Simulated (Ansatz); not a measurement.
# HfHO (doublet): the correlation ladder, def2-TZVPP

The task here is to estimate one member of a computed series from the others.

Program: Ansatz 0.2.0, Gaussian basis. Level of theory: def2-TZVPP, core rule «outside noble gas», up to 5 orbitals frozen. These are calculated values, not measurements.

The runs, in order: UHF; ROHF; CCSD(T) on UHF.

## What is computed

The geometry is a PBE0/def2-TZVP stationary point (not a proven minimum) of the parent state, kept for this charge and spin. No spin-orbit coupling is included. Elements past krypton take def2 core potentials.

3 atoms, charge 0, spin multiplicity 2.

Atoms are counted from 1 here; the program's logs count them from 0.

Bond lengths: Hf1–O2 1.843 Å, Hf1–H3 1.954 Å. Angles: O2–Hf1–H3 153.5°.

The first run:

Input file in.yaml:

```yaml
crystal:
  periodic: [false, false, false]
  atoms:
    - {symbol: Hf, position_ang: [0.000000, -0.013056, 0.141257]}
    - {symbol: O, position_ang: [0.000000, 0.098311, -1.698045]}
    - {symbol: H, position_ang: [0.000000, 0.751458, 1.939409]}
basis:
  gaussian: {orbitals: def2-TZVPP}
magnetization: {spin_polarized: true, initial_magnetization: 1}
hamiltonian: {xc: hf}
output: {orbitals: {seedname: orbitals}}
```

Started as:

```console
ansatz run in.yaml --threads 1 --pin off --events-out ev --progress --plain --max-ram 4096MiB --backend cpu
```

Steps of the session up to this table: UHF; ROHF; CCSD(T) on UHF.

One table of the session follows, with a row left open; its other results are not shown here.

It belongs to the step «Misses and costs». 

| method | from UCCSD(T) (meV) |
| --- | --- |
| ROHF | +10055.0 |
| UHF | +10017.1 |
| UMP2 | +333.9 |
| UCCSD | ? |
| UCCSD(T) | 0 |

Q: Estimate the row for UCCSD from the others.

The run gave: from UCCSD(T) (meV): +574.7. In the column «from UCCSD(T) (meV)» it lies between UMP2 (+333.9) and UHF (+10017.1).
